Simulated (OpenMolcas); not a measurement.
# Au⁶⁺ among point charges: CASSCF and CASPT2 levels and susceptibility

Aim: the splitting of the states of Au⁶⁺ in the field of 6 point charges, its lowest levels with spin-orbit coupling and its magnetic susceptibility.

The numbers are computed with OpenMolcas 26.06 (state-averaged CASSCF and CASPT2, spin-orbit coupling by RASSI with atomic mean-field integrals), except any that are marked as measured or tabulated.

### 1 Starting point

- Species: Au⁶⁺ (gold, Z = 79, 73 electrons)
- Basis: ANO-RCC-VDZP [7s6p4d2f], 59 functions
- Scalar Hamiltonian: DKH2, point nucleus
- Inactive shells: 1s 2s 2p 3s 3p 3d 4s 4p 4d 4f 5s 5p
- Active space: 5 electrons in 5 orbitals (5d)
- Some configurations of this space: 5d5
- Orbitals: optimised for each spin and parity, averaged over all roots

Outer shells as boxes (Hund's rule):

5d5
```
5d [↑ ][↑ ][↑ ][↑ ][↑ ]
```

The ion sits among 6 point charges of -1.36 e arranged as a tetragonal octahedron (D4h), 2.24 Å from the ion, with the axial distance 2.576 Å.

The work runs as a chain of OpenMolcas steps in one folder; each step below is one input file. Labels, J, g values, rates, χT and fits are worked out afterwards by a script from the matrices that RASSI stores. The input lists half of the charges; inversion (Group=XYZ) makes the rest.

### 2 Basis and integrals

Contents of a.inp:

```
&GATEWAY
Coord
1

Au 0.0 0.0 0.0
Basis=ANO-RCC-VDZP
Group=XYZ
NoMove
AngMom=0.0 0.0 0.0
AMFI
XField
3 Angstrom 0
2.240000 0.000000 0.000000 -1.360000
0.000000 2.240000 0.000000 -1.360000
0.000000 0.000000 2.576000 -1.360000
&SEWARD
```

The run is started by

```console
> OMP_NUM_THREADS=1 MOLCAS_MEM=1689 MOLCAS_PROJECT=a pymolcas a.inp > a.log
```

### 3 Reference wave functions, sextets of even parity, 1 root

Contents of a.inp:

```
&RASSCF
FileOrb=start.orb
Symmetry=1
Spin=6
nActEl=5 0 0
Inactive=15 19
Ras2=5 0
CIRoot=1 1 1
SDav=1
CIMx=300
Iter=120 100
PrWF=0.3
OrbListing=Nothing
MaxOrb=0
>>> COPY $Project.JobIph JOB001
```

start.orb holds the contracted functions of the basis, ordered by shell, or the orbitals of the step before.

### 4 Reference wave functions, quartets of even parity, 24 roots

Contents of a.inp:

```
&RASSCF
FileOrb=start.orb
Symmetry=1
Spin=4
nActEl=5 0 0
Inactive=15 19
Ras2=5 0
CIRoot=24 24 1
SDav=24
CIMx=300
Iter=120 100
PrWF=0.3
OrbListing=Nothing
MaxOrb=0
>>> COPY $Project.JobIph JOB002
```

### 5 Reference wave functions, doublets of even parity, 75 roots

Contents of a.inp:

```
&RASSCF
FileOrb=start.orb
Symmetry=1
Spin=2
nActEl=5 0 0
Inactive=15 19
Ras2=5 0
CIRoot=75 75 1
SDav=75
CIMx=300
Iter=120 100
PrWF=0.3
OrbListing=Nothing
MaxOrb=0
>>> COPY $Project.JobIph JOB003
```

### 6 RASSI: spin-orbit coupling between the states

Contents of a.inp:

```
&RASSI
NrOfJobIphs=3 1 24 75
1
1 2 3 4 5 6 7 8 9 10 11 12 13 14 15 16 17 18 19 20 21 22 23 24
1 2 3 4 5 6 7 8 9 10 11 12 13 14 15 16 17 18 19 20 21 22 23 24 25 26 27
28 29 30 31 32 33 34 35 36 37 38 39 40 41 42 43 44 45 46 47 48 49 50 51
52 53 54 55 56 57 58 59 60 61 62 63 64 65 66 67 68 69 70 71 72 73 74 75
IphNames
JOB001
JOB002
JOB003
EJob
SpinOrbit
DIPRint=1.0
SOCoupling=1000.0
Subsets=2
Property=9
'ANGMOM' 1 'ANGMOM' 2 'ANGMOM' 3 'MLTPL  1' 1 'MLTPL  1' 2 'MLTPL  1' 3
'AMFI' 1 'AMFI' 2 'AMFI' 3
SOProperty=3
'ANGMOM' 1 'ANGMOM' 2 'ANGMOM' 3
```

### 7 CASPT2: IPEA 0.25, imaginary shift 0.1 (closed shells correlated: 5s 5p)

Contents of a.inp:

```
>>> COPY JOB001 $Project.JobIph
&CASPT2
Multistate=1 1
Frozen=14 16
IPEA=0.25
Imaginary=0.1
MaxIter=60
WThr=0.0 0.3 0.05
PrWF=0.5
NoMix
>>> COPY JOB002 $Project.JobIph
&CASPT2
Multistate=24 1 2 3 4 5 6 7 8 9 10 11 12 13 14 15 16 17 18 19 20 21 22
23 24
NoMult
Frozen=14 16
IPEA=0.25
Imaginary=0.1
MaxIter=60
WThr=0.0 0.3 0.05
PrWF=0.5
NoMix
>>> COPY JOB003 $Project.JobIph
&CASPT2
Multistate=75 1 2 3 4 5 6 7 8 9 10 11 12 13 14 15 16 17 18 19 20 21 22
23 24 25 26 27 28 29 30 31 32 33 34 35 36 37 38 39 40 41 42 43 44 45 46
47 48 49 50 51 52 53 54 55 56 57 58 59 60 61 62 63 64 65 66 67 68 69 70
71 72 73 74 75
NoMult
Frozen=14 16
IPEA=0.25
Imaginary=0.1
MaxIter=60
WThr=0.0 0.3 0.05
PrWF=0.5
NoMix
```

(Steps that only read results are left out.)

Q: Predict the outcome of this session. Wanted: spin-free ground state; lowest level; next level.

As calculated:

```
                 quantity                                                                        value
                   method  SS-CASPT2, IPEA 0.25, imaginary shift 0.1 (closed shells correlated: 5s 5p)
   spin-free ground state                                              6A1, 1-fold in its orbital part
             lowest level                                            2-fold E1/2, g = 1.88, 5.64, 5.64
               next level                                                                    38.2 cm⁻¹
              χT at 300 K                                                               3.81 cm³ K/mol
effective moment at 300 K                                                                      5.52 μB
```

Cost by method:

```
                                              method  time of its own steps  time with the reference
                                           A. CASSCF                   23 s                     23 s
B. SS-CASPT2, IPEA 0.25, imaginary shift 0.1, +5s 5p                  7.2 s                     30 s
```

Times are of one thread on a shared host.

The spin-free ground state (6A1) comes to 100 % from free-ion S terms and keeps the highest spin of the shell. χT at 300 K is 3.81, against 4.39 cm³ K/mol for the spin alone, so spin-orbit coupling lowers it. An active space of the d shell alone favours high spin; real ions in strong fields can be low spin. The field of point charges can differ much from that of real complexes. With metal d orbitals alone active, the gaps between spin states are rough; where two lie within a few thousand cm-1, their order is open. This is an electrostatic model: the charges have no orbitals.
